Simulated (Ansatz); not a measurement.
# GeH2Cl− (SMILES [Cl][GeH2-]): levels of theory compared

Aim: a comparison of 6 runs (HF/STO-3G, BHLYP/STO-3G, r2SCAN0/STO-3G, wB97X/STO-3G, BCCD(T)/STO-3G, CCSD(T)/STO-3G) of GeH2Cl−. 

The results are computed with Ansatz 0.2.0.

6 further runs of the same task are left out: 5 that didn't finish, 1 set aside as unsound or not needed.

### Step 1. The molecule

GeH2Cl− has 4 atoms, charge -1, and is taken as a singlet. As SMILES, `[Cl][GeH2-]`. The Ge2–Cl1 distance was set to 4.642 Å, away from the relaxed value. At this shape a bond of the SMILES string is far longer than usual.

Bond lengths: Ge2–H3 1.756 Å, Ge2–H4 1.757 Å. Angles: H3–Ge2–H4 86.7°.

### Step 2. The energy at HF/STO-3G (run 1)

Contents of input.yaml:

```yaml
crystal:
  periodic: [false, false, false]
  atoms:
    - {symbol: Cl, position_ang: [-3.168302, 1.586061, 2.192681]}
    - {symbol: Ge, position_ang: [0.036260, -0.806600, -0.163840]}
    - {symbol: H, position_ang: [0.151880, 0.384060, -1.448900]}
    - {symbol: H, position_ang: [1.377880, 0.032810, 0.598330]}
basis:
  gaussian:
    orbitals: STO-3G
total_charge: -1
hamiltonian:
  xc: hf
accuracy: high
```

On the command line:

```bash
$ ansatz run input.yaml --threads 1 --pin off --max-ram 2610MiB --events-out events.jsonl --progress --plain --runs-dir runs
```

Log:

```text
Warning: RAYON_NUM_THREADS=1 ignored (pool sized by the plan → 1); use --threads N
Functional definition: HF
  name "HF"
  exchange = exact_x
  correlation = 0
371 factors; integrals over basis functions are off by at most 1.6e-8 eV
mean field evaluation 1: about -68225.8748 eV, gradient 8.0e0 eV
mean field evaluation 2: about -68225.8865 eV, gradient 7.9e0 eV
mean field evaluation 4: about -68226.2998 eV, gradient 4.4e-1 eV
mean field evaluation 8: about -68226.3012 eV, gradient 9.3e-7 eV
mean field -68226.30115433 eV, -2507.2703219736 hartree, gradient 4.9e-8 eV, S^2 0.000000; 0 other end points of the search recorded, 0 dependent functions left out
reference -68226.30115433 eV, -2507.2703219736 hartree; 26, 26 occupied and 3, 3 virtual orbitals, 371 factors
Total energy: -68226.30115433 eV, -2507.2703219736 hartree
```

It took 0.18 s on 1 thread of Arm Neoverse V1, shared host.

### Step 3. The energy at BHLYP/STO-3G (run 2)

Contents of in.yaml:

```yaml
crystal:
  periodic: [false, false, false]
  atoms:
    - {symbol: Cl, position_ang: [-3.168302, 1.586061, 2.192681]}
    - {symbol: Ge, position_ang: [0.036260, -0.806600, -0.163840]}
    - {symbol: H, position_ang: [0.151880, 0.384060, -1.448900]}
    - {symbol: H, position_ang: [1.377880, 0.032810, 0.598330]}
basis:
  gaussian: {orbitals: STO-3G}
total_charge: -1
hamiltonian: {xc: {name: BHLYP}}
accuracy: high
```

On the command line:

```bash
$ ansatz run in.yaml --threads 1 --pin off --max-ram 2610MiB --events-out events.jsonl --progress --plain --runs-dir runs
```

Log:

```text
Warning: RAYON_NUM_THREADS=1 ignored (pool sized by the plan → 1); use --threads N
Functional definition: BHLYP
  name "BHLYP"
  parameter a = 0.5
  exchange = (1 - a)*b88_x + a*exact_x
  correlation = lyp_c
371 factors; integrals over basis functions are off by at most 1.6e-8 eV
mean field evaluation 1: about -68281.0822 eV, gradient 9.8e0 eV
mean field evaluation 2: about -68278.3574 eV, gradient 2.1e1 eV
mean field evaluation 4: about -68281.6778 eV, gradient 3.2e-1 eV
mean field evaluation 8: about -68281.6677 eV, gradient 1.8e-2 eV
mean field evaluation 16: about -68281.6678 eV, gradient 1.4e-5 eV
mean field evaluation 32: about -68281.6394 eV, gradient 3.8e-1 eV
mean field -68281.66775455 eV, -2509.3050070031 hartree, gradient 6.2e-8 eV, S^2 0.000000; 2 other end points of the search recorded, 0 dependent functions left out
reference -68281.66777672 eV, -2509.3050078177 hartree; 26, 26 occupied and 3, 3 virtual orbitals, 371 factors
Total energy: -68281.66777672 eV, -2509.3050078177 hartree
```

Wall time 1.6 s (1 thread of Arm Neoverse V1, shared host); peak memory 0.095 GiB.

Runs 3 to 5 aren't shown in full; the table further down has their settings and results.

### Step 4. A single-point energy at CCSD(T)/STO-3G (run 6)

Contents of molecule.yaml:

```yaml
crystal:
  periodic: [false, false, false]
  atoms:
    - symbol: Cl
      position_ang: [-3.168302, 1.586061, 2.192681]
    - symbol: Ge
      position_ang: [0.036260, -0.806600, -0.163840]
    - symbol: H
      position_ang: [0.151880, 0.384060, -1.448900]
    - symbol: H
      position_ang: [1.377880, 0.032810, 0.598330]
basis:
  gaussian:
    orbitals: STO-3G
total_charge: -1
correlation:
  method: ccsd_t
  frozen_orbitals: {Cl: 5, Ge: 9, H: 0}
accuracy: high
scf:
  omitted_lower_state_checks: [cluster_reference, increment]
```

On the command line:

```bash
$ ansatz run molecule.yaml --threads 1 --pin off --max-ram 2610MiB --events-out events.jsonl --progress --plain --runs-dir runs
```

Log:

```text
Warning: RAYON_NUM_THREADS=1 ignored (pool sized by the plan → 1); use --threads N
[... 11 lines left out ...]
14 core orbitals not correlated: weight in the atoms' cores, before any rotation towards them, 1.000 or more for the frozen orbitals, at most 0.000 for the correlated occupied ones
[... 29 lines left out ...]
Total energy: -68228.03285126 eV, -2507.3339606622 hartree
Checks for a lower state left out: cluster_reference, increment
```

Wall time 0.3 s (1 thread of Arm Neoverse V1, shared host).

### Step 5. Overview of the runs

```csv
run,level,frozen core orbitals,energy (Eh),wall time
1,HF/STO-3G,–,-2507.270322,0.18 s
2,BHLYP/STO-3G,–,-2509.305008,1.6 s
3,r2SCAN0/STO-3G,–,-2509.339128,5.1 s
4,wB97X/STO-3G,–,-2509.268932,12 s
5,BCCD(T)/STO-3G,14,-2507.333963,0.38 s
6,CCSD(T)/STO-3G,14,-2507.333961,0.3 s
```

### Step 6. Summary of results

| quantity | value |
| --- | --- |
| run 6: total energy | -2507.33396 Eh |
| run 6: correlation energy (14 core orbitals frozen) | -63.6 mEh |
| run 6: (T) correction | -0.16 mEh |
| run 6: T1 diagnostic | 0.006 |

**Reading.** Below the HF energy at the same shape and in the same basis (STO-3G): BCCD(T) -63.6 mEh; CCSD(T) -63.6 mEh. Totals of different functionals can't be ranked against each other. In runs 5, 6 the log says that unrestricted orbitals would lower the reference, so the values rest on an unstable closed-shell determinant (other closed-shell runs at this shape may share the fault). In runs 1, 2, 3, 4, 5, 6 the basis is minimal, so the values are rough. All runs together took 19 s, the longest 12 s.
